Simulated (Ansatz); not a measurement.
**CH4LiNSi (SMILES [Li][NH][SiH]=C): one structure at several levels**

One table from this session's results is given with a row withheld; the runs are named, their logs left out.

Computed with Ansatz 0.2.0, Gaussian basis. Level: single points in def2-TZVPP.

Cores are frozen in the correlated methods. The outer core shell of Li, Na, Mg and K is correlated. B3LYP uses VWN-RPA correlation.

### Where the work starts

8 atoms, charge 0, spin multiplicity 1.

Atoms are counted from 1 here; the program's logs count them from 0.

Bond lengths: Li1–N2 1.794 Å, N2–Si3 1.579 Å, N2–H5 1.097 Å, Si3–C4 1.844 Å, Si3–H6 1.628 Å, C4–H7 0.953 Å, C4–H8 1.197 Å. Angles: Li1–N2–Si3 137.2°, Li1–N2–H5 116.0°, Si3–N2–H5 106.5°, N2–Si3–C4 137.0°, N2–Si3–H6 99.9°, C4–Si3–H6 123.1°, Si3–C4–H7 111.8°, Si3–C4–H8 124.4°, H7–C4–H8 123.8°.

Coordinates:

```xyz
8
charge 0, multiplicity 1
Li   -0.4494    3.0013   -0.8848
N     0.0201    1.2748   -0.7501
Si   -0.2569    0.0731    0.2359
C     0.3037   -1.6729    0.4250
H     0.7791    0.9263   -1.4607
H    -1.2543    0.8050    1.2941
H     0.9702   -1.9022   -0.2170
H    -0.1374   -2.4415    1.2294
```

The first run:

The input, run/in.yaml:

```yaml
crystal:
  periodic: [false, false, false]
  atoms:
    - {symbol: Li, position_ang: [-0.449400, 3.001300, -0.884800]}
    - {symbol: N, position_ang: [0.020100, 1.274800, -0.750100]}
    - {symbol: Si, position_ang: [-0.256900, 0.073100, 0.235900]}
    - {symbol: C, position_ang: [0.303700, -1.672900, 0.425000]}
    - {symbol: H, position_ang: [0.779100, 0.926300, -1.460700]}
    - {symbol: H, position_ang: [-1.254300, 0.805000, 1.294100]}
    - {symbol: H, position_ang: [0.970200, -1.902200, -0.217000]}
    - {symbol: H, position_ang: [-0.137400, -2.441500, 1.229400]}
basis:
  gaussian: {orbitals: def2-TZVPP}
correlation: {method: ccsd_t}
output: {forces: true}
```

No record of the launch command was kept for these runs.

Steps of the session up to this table: CCSD(T)/def2-TZVPP; PBE0-D4/def2-TZVPP; wB97M-V/def2-TZVPP; r2SCAN-D4/def2-TZVPP; PBE-D4/def2-TZVPP; CAM-B3LYP-D4/def2-TZVPP; B3LYP-D4/def2-TZVPP.

One table of the session follows, with a row left open; its other results are not shown here.

```
      method  RMS force component (eV/Å)  angle to CCSD(T) forces (°)  dipole (D)
     CCSD(T)                       3.104                    reference        9.77
     PBE0-D4                       3.096                          1.9        9.80
     wB97M-V                           ?                            ?           ?
   r2SCAN-D4                       3.068                          1.3        9.83
      PBE-D4                       3.087                          2.4        9.55
CAM-B3LYP-D4                       3.068                          2.9        9.85
    B3LYP-D4                       3.052                          1.2        9.70
```

**Question.** Estimate the row for wB97M-V.

**Answer.** RMS force component (eV/Å): 3.087; angle to CCSD(T) forces (°): 2.3; dipole (D): 9.91.
